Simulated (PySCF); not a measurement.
# C₂HCl₃F₂: excited states, first hyperpolarisability

Aim: compute the excited states, first hyperpolarisability of C₂HCl₃F₂ (`FC(F)C(Cl)(Cl)Cl`).

Programs: PySCF 2.14.0, with routines of our own; each step states its level. All values are computed. Atoms count from 0.

### Step 1. The starting structure

8 atoms, charge 0, multiplicity 1; geometry from: GFN2-xTB.

### Step 2. Geometry optimisation at PBE0-D3(BJ)/def2-SVP

The job: settings as JSON, then the geometry in Å.

```
{"job": {"xc": "PBE0", "basis": "def2-SVP", "d3": "d3bj", "grid": 2, "kind": "geom"}, "charge": 0, "multiplicity": 1}
F      1.040614    -1.442979     0.192700
C      0.800573    -0.123528     0.118119
F      1.492329     0.341879    -0.934905
C     -0.703414     0.138109    -0.067984
Cl    -1.291074    -0.647004    -1.540903
Cl    -0.955830     1.890046    -0.170854
Cl    -1.557252    -0.504617     1.346785
H      1.183112     0.357507     1.032477
```

Launch:

```
$ OMP_NUM_THREADS=1 python excited_run.py task.json out
```

One launch serves the whole session: the jobs run in the order shown.

The program printed:

```text
step   0  E = -1655.71498311  max force = 0.014692
step   1  E = -1655.70575743  max force = 0.073364
step   2  E = -1655.71225335  max force = 0.036692
step   3  E = -1655.71528114  max force = 0.005633
step   4  E = -1655.71555609  max force = 0.002592
step   5  E = -1655.71557917  max force = 0.001109
step   6  E = -1655.71558373  max force = 0.000154
optimisation converged
```

Run time: 34 s. Hardware: 1 thread of Arm Neoverse V2, shared host; peak memory 0.64 GiB.

Along the way: (the energy doesn't fall at every step)

```csv
step,energy from step 0 (eV),largest force component (eV/Å)
0,0.0000,0.7555
1,0.2510,3.7725
2,0.0743,1.8868
3,-0.0081,0.2897
4,-0.0156,0.1333
5,-0.0162,0.0570
6,-0.0163,0.0079
```

Distances of close pairs at the start and the end, largest changes first:

```csv
bond,before (Å),after (Å),change (Å)
F0–C1,1.343,1.336,-0.007
C1–F2,1.343,1.336,-0.007
C3–Cl4,1.770,1.763,-0.007
C1–C3,1.538,1.544,+0.006
C3–Cl6,1.773,1.770,-0.003
C3–Cl5,1.773,1.770,-0.003
C1–H7,1.102,1.104,+0.002
```

The end geometry stands in the next job.

```csv
at the end point,value
point group (found at 0.08 Å tolerance),Cs
"rotational constants (GHz, main isotopes)","1.528, 1.367, 1.196"
dipole moment (D),1.19
```

### Step 3. Excited states: TDA wB97X-D/def2-TZVPD

The job: settings as JSON, then the geometry in Å.

```
{"job": {"kind": "states", "xc": "wB97X-D", "basis": "def2-TZVPD", "tda": true, "soc": true, "nstates": 6, "ntriplets": 5, "nquad": 4}, "charge": 0, "multiplicity": 1}
F     -1.209498    -0.102675     1.309810
C     -0.774820     0.269296     0.102229
F     -0.785200     1.603903     0.036614
C      0.662967    -0.250767    -0.115323
Cl     1.732087     0.416445     1.117240
Cl     1.183962     0.252213    -1.730798
Cl     0.622932    -2.017523    -0.016028
H     -1.431219    -0.150677    -0.679781
```

With the program's defaults for keys left out, this is: TDA wB97X-D/def2-TZVPD excited states, vertical, gas phase, spin-orbit mean-field couplings.

The program printed:

```text
coarse grid: 9840 points
cycle   1  E = -1656.8959602976  dE =  1.255e+00  |g| = 1.055e+00  |ddm| = 2.572e+00
cycle   2  E = -1656.6902309943  dE =  2.057e-01  |g| = 1.567e+00  |ddm| = 2.537e+00
cycle   3  E = -1657.1332217901  dE = -4.430e-01  |g| = 7.118e-02  |ddm| = 1.437e+00
cycle   4  E = -1657.1340390696  dE = -8.173e-04  |g| = 4.492e-02  |ddm| = 1.231e-01
cycle   5  E = -1657.1344856015  dE = -4.465e-04  |g| = 1.113e-02  |ddm| = 4.530e-02
cycle   6  E = -1657.1345196492  dE = -3.405e-05  |g| = 3.718e-03  |ddm| = 1.312e-02
cycle   7  E = -1657.1345242966  dE = -4.647e-06  |g| = 8.210e-04  |ddm| = 5.906e-03
final grid: 86240 points
cycle   8  E = -1657.1537441362  dE = -1.923e-04  |g| = 1.070e-02  |ddm| = 1.851e-01
cycle   9  E = -1657.1537407735  dE =  3.363e-06  |g| = 1.150e-02  |ddm| = 2.138e-02
cycle  10  E = -1657.1537606795  dE = -1.991e-05  |g| = 1.336e-03  |ddm| = 8.775e-03
cycle  11  E = -1657.1537610386  dE = -3.590e-07  |g| = 4.774e-04  |ddm| = 1.917e-03
cycle  12  E = -1657.1537610887  dE = -5.014e-08  |g| = 1.440e-04  |ddm| = 8.199e-04
cycle  13  E = -1657.1537610932  dE = -4.540e-09  |g| = 3.352e-05  |ddm| = 1.711e-04
cycle  14  E = -1657.1537610937  dE = -4.857e-10  |g| = 8.709e-06  |ddm| = 8.431e-05
converged SCF energy = -1657.1537610937

Singlet excitations
state   eV       nm        f     d(h-e)  d(exc)  Lambda  PR(NTO)  |dmu|/D   mu/D   main configurations
  1   6.5520   189.2   0.00004   0.055   2.587   0.533   1.162    0.196    1.035   H->L 0.87
  2   6.9884   177.4   0.01451   0.147   2.445   0.554   1.480    0.419    1.518   H-2->L 0.75, H-3->L+2 0.08
  3   7.0116   176.8   0.01289   0.350   2.462   0.520   1.388    0.832    0.541   H-1->L 0.64, H-3->L 0.12
  4   7.1009   174.6   0.00073   0.209   2.510   0.533   1.416    0.765    1.409   H-3->L 0.65, H-1->L 0.12
  5   7.3753   168.1   0.00701   0.133   2.396   0.456   1.847                     H->L+2 0.48, H-4->L 0.21, H->L+5 0.10
  6   7.4213   167.1   0.00555   0.186   2.424   0.421   1.942                     H->L+1 0.39, H-5->L 0.22, H->L+3 0.10

Triplet excitations (Tamm-Dancoff)
state   eV     d(h-e)  d(exc)  Lambda  PR(NTO)   main configurations
  1   5.8865   0.048   2.392   0.517   1.401   H->L 0.78
  2   6.1779   0.075   2.313   0.532   1.733   H-2->L 0.68
  3   6.2051   0.186   2.310   0.505   1.693   H-1->L 0.53, H-3->L 0.13
  4   6.3985   0.093   2.289   0.512   1.882   H-3->L 0.51, H-1->L 0.11, H-2->L+2 0.10
  5   6.5513   0.114   2.179   0.472   2.751   H-4->L 0.33, H->L+2 0.26, H-1->L+1 0.10
S1 - T1 = 0.6655 eV

Spin-orbit couplings |<S|Hso|T>| (cm-1)
             T1       T2       T3       T4       T5
S0      399.542  279.654  285.562   23.779  104.522
S1        2.483  145.879  150.167   28.452   89.019
S2      164.670    2.163  127.139  143.031  133.437
S3      171.730  128.585    2.056  149.342   69.139
S4       40.225  172.474  176.388   12.931  124.394
S5       44.856  121.327   82.359  143.730   20.779
S6       72.550   87.306  115.418  124.249   69.116
T1 sublevels (cm-1): 0.000 1.482 3.951   radiative rates (1/s): 126 2.45e+03 1.42e+03
```

Wall time 50 s (1 thread of Arm Neoverse V2, shared host); peak memory 1.1 GiB.

From this job:

```csv
quantity,value
S1 less T1,0.67 eV
```

### Step 4. Excited states: TDDFT CAM-B3LYP/def2-TZVPD

Settings changed since step 3:

```diff
@@ -1,2 +1,2 @@
-{"job": {"kind": "states", "xc": "wB97X-D", "basis": "def2-TZVPD", "tda": true, "soc": true, "nstates": 6, "ntriplets": 5, "nquad": 4}, "charge": 0, "multiplicity": 1}
+{"job": {"kind": "states", "xc": "CAM-B3LYP", "basis": "def2-TZVPD", "tpa": true, "nstates": 8, "nquad": 6, "ntriplets": 0}, "charge": 0, "multiplicity": 1}
 F     -1.209498    -0.102675     1.309810
```

With the program's defaults for keys left out, this is: TDDFT CAM-B3LYP/def2-TZVPD excited states, vertical, gas phase, two-photon moments by quadratic response.

The program printed:

```text
coarse grid: 9840 points
cycle   1  E = -1656.9889133902  dE =  1.225e+00  |g| = 1.025e+00  |ddm| = 2.472e+00
cycle   2  E = -1656.7033539826  dE =  2.856e-01  |g| = 1.673e+00  |ddm| = 2.123e+00
cycle   3  E = -1657.2058980865  dE = -5.025e-01  |g| = 8.030e-02  |ddm| = 1.241e+00
cycle   4  E = -1657.2065580389  dE = -6.600e-04  |g| = 5.752e-02  |ddm| = 9.976e-02
cycle   5  E = -1657.2072539858  dE = -6.959e-04  |g| = 1.150e-02  |ddm| = 4.339e-02
cycle   6  E = -1657.2072822346  dE = -2.825e-05  |g| = 3.720e-03  |ddm| = 1.104e-02
cycle   7  E = -1657.2072856788  dE = -3.444e-06  |g| = 7.372e-04  |ddm| = 4.132e-03
final grid: 86240 points
cycle   8  E = -1657.2029218382  dE = -3.426e-05  |g| = 4.167e-03  |ddm| = 7.079e-02
cycle   9  E = -1657.2029210762  dE =  7.621e-07  |g| = 4.315e-03  |ddm| = 7.464e-03
cycle  10  E = -1657.2029238323  dE = -2.756e-06  |g| = 8.249e-04  |ddm| = 3.098e-03
cycle  11  E = -1657.2029239591  dE = -1.268e-07  |g| = 1.507e-04  |ddm| = 9.131e-04
cycle  12  E = -1657.2029239634  dE = -4.344e-09  |g| = 7.592e-05  |ddm| = 1.858e-04
cycle  13  E = -1657.2029239645  dE = -1.036e-09  |g| = 9.635e-06  |ddm| = 5.727e-05
cycle  14  E = -1657.2029239645  dE = -2.910e-11  |g| = 2.258e-06  |ddm| = 1.790e-05
converged SCF energy = -1657.2029239645

Singlet excitations
state   eV       nm        f     d(h-e)  d(exc)  Lambda  PR(NTO)  |dmu|/D   mu/D   delta(TPA)   sigma/GM   main configurations
  1   6.4725   191.6   0.00004   0.048   2.596   0.523   1.206    0.186    1.090        0.10      0.001   H->L 0.85
  2   6.8863   180.0   0.01498   0.121   2.448   0.545   1.576    0.383    1.501        0.34      0.006   H-2->L 0.70, H-3->L+2 0.09
  3   6.9135   179.3   0.01343   0.283   2.459   0.519   1.502    0.692    0.659        0.36      0.006   H-1->L 0.62
  4   7.0312   176.3   0.00173   0.174   2.491   0.521   1.583    0.661    1.343        4.75      0.086   H-3->L 0.63, H-2->L+2 0.08
  5   7.2528   170.9   0.00635   0.107   2.394   0.458   2.060    0.224    1.015        5.35      0.103   H->L+2 0.44, H-4->L 0.23
  6   7.2917   170.0   0.00543   0.168   2.436   0.424   2.097    0.279    1.345        4.72      0.092   H->L+1 0.34, H-5->L 0.24, H->L+3 0.11
  7   7.9417   156.1   0.00095   0.746   3.075   0.458   2.299                                            H-1->L+1 0.30, H->L+2 0.24, H-4->L 0.11
  8   7.9681   155.6   0.00026   0.230   3.095   0.457   3.020                                            H->L+1 0.27, H-3->L+2 0.18, H-5->L 0.17
```

Wall time 70 s (1 thread of Arm Neoverse V2, shared host); peak memory 1.1 GiB.

### Step 5. First hyperpolarisability: quadratic response CAM-B3LYP/def2-TZVPD

Settings changed since step 4:

```diff
@@ -1,2 +1,2 @@
-{"job": {"kind": "states", "xc": "CAM-B3LYP", "basis": "def2-TZVPD", "tpa": true, "nstates": 8, "nquad": 6, "ntriplets": 0}, "charge": 0, "multiplicity": 1}
+{"job": {"kind": "beta", "xc": "CAM-B3LYP", "basis": "def2-TZVPD"}, "charge": 0, "multiplicity": 1}
 F     -1.209498    -0.102675     1.309810
```

Method: quadratic response CAM-B3LYP/def2-TZVPD first hyperpolarisability, Taylor convention, gas phase.

The program printed:

```text
coarse grid: 9840 points
cycle   1  E = -1656.9889133902  dE =  1.225e+00  |g| = 1.025e+00  |ddm| = 2.472e+00
cycle   2  E = -1656.7033539826  dE =  2.856e-01  |g| = 1.673e+00  |ddm| = 2.123e+00
cycle   3  E = -1657.2058980865  dE = -5.025e-01  |g| = 8.030e-02  |ddm| = 1.241e+00
cycle   4  E = -1657.2065580389  dE = -6.600e-04  |g| = 5.752e-02  |ddm| = 9.976e-02
cycle   5  E = -1657.2072539858  dE = -6.959e-04  |g| = 1.150e-02  |ddm| = 4.339e-02
cycle   6  E = -1657.2072822346  dE = -2.825e-05  |g| = 3.720e-03  |ddm| = 1.104e-02
cycle   7  E = -1657.2072856788  dE = -3.444e-06  |g| = 7.372e-04  |ddm| = 4.132e-03
final grid: 86240 points
cycle   8  E = -1657.2029218382  dE = -3.426e-05  |g| = 4.167e-03  |ddm| = 7.079e-02
cycle   9  E = -1657.2029210762  dE =  7.621e-07  |g| = 4.315e-03  |ddm| = 7.464e-03
cycle  10  E = -1657.2029238323  dE = -2.756e-06  |g| = 8.249e-04  |ddm| = 3.098e-03
cycle  11  E = -1657.2029239591  dE = -1.268e-07  |g| = 1.507e-04  |ddm| = 9.131e-04
cycle  12  E = -1657.2029239634  dE = -4.344e-09  |g| = 7.592e-05  |ddm| = 1.858e-04
cycle  13  E = -1657.2029239645  dE = -1.036e-09  |g| = 9.635e-06  |ddm| = 5.727e-05
cycle  14  E = -1657.2029239645  dE = -2.910e-11  |g| = 2.258e-06  |ddm| = 1.790e-05
converged SCF energy = -1657.2029239645

Lowest singlets (eV, f): 6.4725 0.0000  6.8863 0.0150  6.9135 0.0134

First hyperpolarisability (au)
process     nm      |vector|   parallel      HRS      DR
static         -      113.01     -37.92      42.29   7.745
shg       1907.0      115.65     -38.89      43.28   7.751
eope      1907.0      113.88     -38.24          -       -
shg       1064.0      121.89     -41.21      45.63   7.766
eope      1064.0      115.84     -38.96          -       -
```

It took 53 s on 1 thread of Arm Neoverse V2, shared host; peak memory 1.1 GiB.

### Step 6. Summary of results

| quantity | value |
| --- | --- |
| point group | Cs |
| rotational constants (main isotopes) | 1.53, 1.37, 1.20 GHz |
| S1 less T1 (step 3, TDA wB97X-D/def2-TZVPD) | 0.67 eV |
| β vector (step 5, quadratic response CAM-B3LYP/def2-TZVPD) | static 113, SHG 1907.0 nm 116, SHG 1064.0 nm 122 au |

**Reading.** The optimisation took 6 steps and gained 0.016 eV; among the close pairs (by a distance rule), F0–C1 changed most, from 1.343 to 1.336 Å. In step 3, the number of triplets below S1 is at least 5, and the largest singlet-triplet spin-orbit coupling is S0–T1, 399.54 cm⁻¹. β grows from 113 au (static) to 122 au for doubling at 1064.0 nm: normal dispersion, which grows as twice the photon energy moves toward the bright states.
